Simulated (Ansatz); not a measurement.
# C6H12N2O: the cost of one run

Method: one geometry, several basis sets; program: Ansatz 0.2.0, Gaussian basis.

The runs, in order: PBE0-D4/def2-SVP; ωB97M-V/def2-SVP; PBE0-D4/def2-QZVPP; ωB97M-V/def2-QZVPP; the functionals' def2-TZVPP values are taken from earlier runs.

### Step 1. The relaxed structure

An earlier PBE0-D4 in a triple-zeta def2 set relaxation fixed the geometry.

SMILES `C/N=C\C=C(\NC)OC`, 21 atoms, charge 0, spin multiplicity 1.

Atoms are counted from 1 here; the program's logs count them from 0.

Bond lengths: C1–N2 1.444 Å, C1–H10 1.098 Å, C1–H11 1.098 Å, C1–H12 1.091 Å, N2–C3 1.275 Å, C3–C4 1.443 Å, C3–H13 1.091 Å, C4–C5 1.351 Å, C4–H14 1.083 Å, C5–N6 1.374 Å, C5–O8 1.352 Å, N6–C7 1.450 Å, N6–H15 1.008 Å, C7–H16 1.089 Å, C7–H17 1.097 Å, C7–H18 1.090 Å, O8–C9 1.421 Å, C9–H19 1.089 Å and more. Angles: N2–C1–H10 112.3°, N2–C1–H11 112.2°, N2–C1–H12 109.3°, H10–C1–H11 107.4°, H10–C1–H12 107.7°, H11–C1–H12 107.6°, C1–N2–C3 118.3°, N2–C3–C4 128.1°, N2–C3–H13 116.3°, C4–C3–H13 115.6°, C3–C4–C5 122.8°, C3–C4–H14 119.6°, C5–C4–H14 117.7°, C4–C5–N6 124.3°, C4–C5–O8 120.8°, N6–C5–O8 115.0°, C5–N6–C7 120.1°, C5–N6–H15 112.3° and more.

As a file:

```xyz
21
C6H12N2O
C     2.41604   -0.59962   -2.71732
N     2.79671   -0.11914   -1.41024
C     1.87877    0.08002   -0.54821
C     0.45712   -0.11672   -0.70080
C    -0.42638    0.13120    0.29103
N    -1.75426   -0.22028    0.25052
C    -2.76907    0.72441    0.67631
O    -0.03486    0.75089    1.42680
C    -0.18308   -0.00451    2.62173
H     1.73216    0.08888   -3.23171
H     1.92299   -1.58019   -2.67245
H     3.30760   -0.70606   -3.33691
H     2.20234    0.44968    0.42569
H     0.06647   -0.48524   -1.64157
H    -1.99120   -0.72350   -0.58997
H    -2.51224    1.13308    1.65214
H    -2.88482    1.56425   -0.02013
H    -3.72411    0.20594    0.76635
H     0.12296    0.65030    3.43580
H    -1.21500   -0.32866    2.77614
H     0.46715   -0.88404    2.59411
```

### Step 2. PBE0-D4 in def2-SVP

Contents of in.yaml:

```yaml
crystal:
  periodic: [false, false, false]
  atoms:
    - {symbol: C, position_ang: [2.416044, -0.599615, -2.717317]}
    - {symbol: N, position_ang: [2.796708, -0.119139, -1.410238]}
    - {symbol: C, position_ang: [1.878772, 0.080019, -0.548211]}
    - {symbol: C, position_ang: [0.457119, -0.116719, -0.700801]}
    - {symbol: C, position_ang: [-0.426382, 0.131203, 0.291034]}
    - {symbol: N, position_ang: [-1.754257, -0.220276, 0.250516]}
    - {symbol: C, position_ang: [-2.769068, 0.724408, 0.676308]}
    - {symbol: O, position_ang: [-0.034857, 0.750894, 1.426801]}
    - {symbol: C, position_ang: [-0.183085, -0.004513, 2.621725]}
    - {symbol: H, position_ang: [1.732161, 0.088884, -3.231713]}
    - {symbol: H, position_ang: [1.922990, -1.580190, -2.672447]}
    - {symbol: H, position_ang: [3.307601, -0.706064, -3.336906]}
    - {symbol: H, position_ang: [2.202335, 0.449684, 0.425691]}
    - {symbol: H, position_ang: [0.066472, -0.485242, -1.641569]}
    - {symbol: H, position_ang: [-1.991196, -0.723503, -0.589971]}
    - {symbol: H, position_ang: [-2.512236, 1.133077, 1.652145]}
    - {symbol: H, position_ang: [-2.884820, 1.564251, -0.020132]}
    - {symbol: H, position_ang: [-3.724113, 0.205938, 0.766346]}
    - {symbol: H, position_ang: [0.122956, 0.650301, 3.435799]}
    - {symbol: H, position_ang: [-1.214996, -0.328656, 2.776136]}
    - {symbol: H, position_ang: [0.467154, -0.884045, 2.594107]}
basis:
  gaussian: {orbitals: def2-SVP}
hamiltonian: {xc: pbe0, dispersion: d4}
output: {orbitals: {seedname: orbitals}}
```

On the command line:

```
$ ansatz run in.yaml --threads 5 --pin off --events-out ev --progress --plain --max-ram 66560MiB --backend cpu
```

What time and memory should one allow on 5 threads of AMD EPYC 7R13, shared host?

About 5.5 s, with a peak of 0.69 GiB.
